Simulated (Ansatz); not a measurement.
# YbCdNi4: a relaxation

Aim: a sound relaxation of YbCdNi4. The structure is shown as the input types it.

Program: Ansatz 0.2.0. Level of theory: Kohn-Sham DFT, with the functional, basis and potentials that each input names (as first typed). These are calculated values, not measurements.

2 further runs of the same task are left out: 1 that didn't finish, 1 set aside as unsound or not needed. Runs told in other sessions of the task aren't counted.

**1. The structure to begin with**

It takes space group F-43m (No. 216, cubic). The conventional cell has a = 6.929 Å, b = 6.929 Å, c = 6.929 Å, α = 90.00°, β = 90.00°, γ = 90.00°. Cd (site symmetry -43m) has 12 Ni at 2.87 Å and 4 Yb at 3.00 Å in its first shell of neighbours. Around Ni (site symmetry 3m) lie 6 Ni at 2.45 Å and 3 Yb at 2.87 Å and 3 Cd at 2.87 Å. Yb (site symmetry -43m) has 12 Ni at 2.87 Å and 4 Cd at 3.00 Å in its first shell of neighbours.

Coordinates:

```
CELL_PARAMETERS angstrom
0.00000 3.46428 3.46428
3.46428 0.00000 3.46428
3.46428 3.46428 0.00000
ATOMIC_POSITIONS crystal
Cd 0.00000 0.00000 0.00000
Ni 0.37505 0.37505 0.37505
Ni 0.37505 0.37505 0.87484
Ni 0.37505 0.87484 0.37505
Ni 0.87484 0.37505 0.37505
Yb 0.75000 0.75000 0.75000
```

**2. Running it**

Input file input.yaml:

```yaml
crystal:
  lattice:
    - [0.0, 3.46428416, 3.46428416]
    - [3.46428416, 0.0, 3.46428416]
    - [3.46428416, 3.46428416, 0.0]
  atoms:
    - { symbol: Cd, position: [0.0, 0.0, 0.0] }
    - { symbol: Ni, position: [0.3750523333, 0.3750523333, 0.3750523333], spin: 0.42 }
    - { symbol: Ni, position: [0.3750523333, 0.3750523333, 0.874843], spin: 0.42 }
    - { symbol: Ni, position: [0.3750523333, 0.874843, 0.3750523333], spin: 0.42 }
    - { symbol: Ni, position: [0.874843, 0.3750523333, 0.3750523333], spin: 0.42 }
    - { symbol: Yb, position: [0.75, 0.75, 0.75], spin: -0.59 }
basis:
  ecutwfc: 500
kpoints:
  mp_grid: { grid: [8, 8, 8] }
hamiltonian:
  xc: r2scan
  hubbard: { sites: [{ species: Ni, l: d, u_eff: 40.0 }] }
scf:
  occupations: { method: gaussian, width: 0.05 }
  max_iter: 60
output:
  forces: true
  eigenvalues: true
  stress: true
magnetization:
  spin_polarized: true
relax:
  adjacent_minimum: "off"
  f_tol: 0.005
  max_steps: 80
  cell: { stress_tol: 0.05 }
```

Launch:

```console
$ ansatz run input.yaml --threads 8 --pin off --max-ram 14336MiB --backend cpu --events-out ev --progress --plain --runs-dir out
```

**Question.** How will this run end, and is anything wrong with its input?

The run converged and reported no error, with warnings (filled band counts differ across k points, seeded moment not kept). Its log warns: «the starting moments were not kept: the SCF closed with an absolute magnetisation of 2.3e-1 μB, 2.2e-1 μB with each atom counted by its net moment ...»

Look at the input: hamiltonian.hubbard.sites is [{species: Ni, l: d, u_eff: 40.0}]. A U of this value distorts the shell's occupations and the levels near the Fermi energy.

To check: delete hamiltonian.hubbard.sites.
